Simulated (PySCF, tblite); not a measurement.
# C10H11O+: geometry, infrared bands and NMR shifts

Aim: predict the infrared bands and NMR shifts of C10H11O+ (`CCCc1cccc(C#[O+])c1`).

Computed with tblite 0.8.0 and PySCF 2.14.0, with density-fitted response routines of our own, on a single molecule in the gas phase. Atoms count from 0, in the outputs and in this text.

### Step 1. Starting geometry

22 atoms, charge 1, multiplicity 1; geometry from: force field or distance geometry start.

Bonds of the start (Å): C0–C1 1.53, C1–C2 1.52, C2–C3 1.50, C3–C4 1.38, C4–C5 1.41, C5–C6 1.40, C6–C7 1.39, C7–C8 1.41, C8–O9 1.14, C7–C10 1.36, C10–C3 1.38, C0–H11 1.11, C0–H12 1.13, C0–H13 1.11, C1–H14 1.11, C1–H15 1.11, C2–H16 1.11, C2–H17 1.11, C4–H18 1.08, C5–H19 1.07, C6–H20 1.08, C10–H21 1.10.

### Step 2. Relaxing the molecule with GFN2-xTB

The job: settings as JSON, then the geometry in Å.

```
{"job": {"kind": "relax", "xc": "GFN2-xTB", "basis": "xTB"}, "charge": 1, "multiplicity": 1}
C      3.429300     0.084900    -0.230700
C      1.932600    -0.049500    -0.501100
C      1.156000    -0.174800     0.800600
C     -0.282700    -0.296200     0.398900
C     -0.905700    -1.504100     0.180900
C     -2.260900    -1.493400    -0.190300
C     -2.951800    -0.282000    -0.310000
C     -2.318200     0.927900    -0.066000
C     -2.960900     2.183600    -0.169900
O     -3.476200     3.197000    -0.252900
C     -1.000600     0.872800     0.280400
H      3.694900    -0.563900     0.628200
H      3.613800     1.151400     0.102100
H      3.989700    -0.156400    -1.153400
H      1.561300     0.815600    -1.084400
H      1.714400    -0.981000    -1.063500
H      1.296200     0.678600     1.493400
H      1.407200    -1.108500     1.351600
H     -0.364000    -2.438900     0.271500
H     -2.800300    -2.396200    -0.379400
H     -4.000900    -0.266800    -0.581000
H     -0.483700     1.819300     0.474200
```

On the command line:

```
OMP_NUM_THREADS=1 python probes_run.py task.json out
```

The driver reads the jobs from task.json and runs them one after another.

**Question.** This job is followed by: GFN2-xTB harmonic vibrations, gas phase; GIAO PBE0/pcSseg-1 NMR shielding, non-relativistic, gas phase. What will the session give for the following? strongest single infrared mode (GFN2-xTB); zero-point energy (GFN2-xTB); 13C shifts against TMS (PBE0/pcSseg-1); 1H shifts against TMS (PBE0/pcSseg-1, means over atoms taken as alike); 17O shifts against H2O (PBE0/pcSseg-1).

As calculated:

```
                                                              quantity                                                                 value
                             strongest single infrared mode (GFN2-xTB)                                                2284 cm⁻¹, 2051 km/mol
                                          zero-point energy (GFN2-xTB)                                                        112.4 kcal/mol
                                13C shifts against TMS (PBE0/pcSseg-1)  171.2, 162.3, 160.8, 150.2, 149.0, 139.9, 82.3, 44.5, 37.3, 17.9 ppm
1H shifts against TMS (PBE0/pcSseg-1, means over atoms taken as alike)                          9.09, 8.85, 8.71, 8.60, 3.03, 1.67, 1.51 ppm
                                17O shifts against H2O (PBE0/pcSseg-1)                                                             387.2 ppm
```

The optimisation took 85 steps and gained 0.499 eV; among the close pairs (by a distance rule), C7–C8 changed most, from 1.414 to 1.354 Å. No mode is imaginary among the 60: a minimum at this level. The strongest single mode, at 2284 cm⁻¹, moves mainly C8. GFN2-xTB is a fitted tight-binding method: band positions and strengths are rough. Its intensities can rank the bands wrongly. At PBE0/pcSseg-1: The largest span, 362 ppm, is at O9, where the paramagnetic term is -449 ppm. NICS(1)zz of -23 ppm above the planar ring from C3 marks a diatropic (aromatic) ring current.
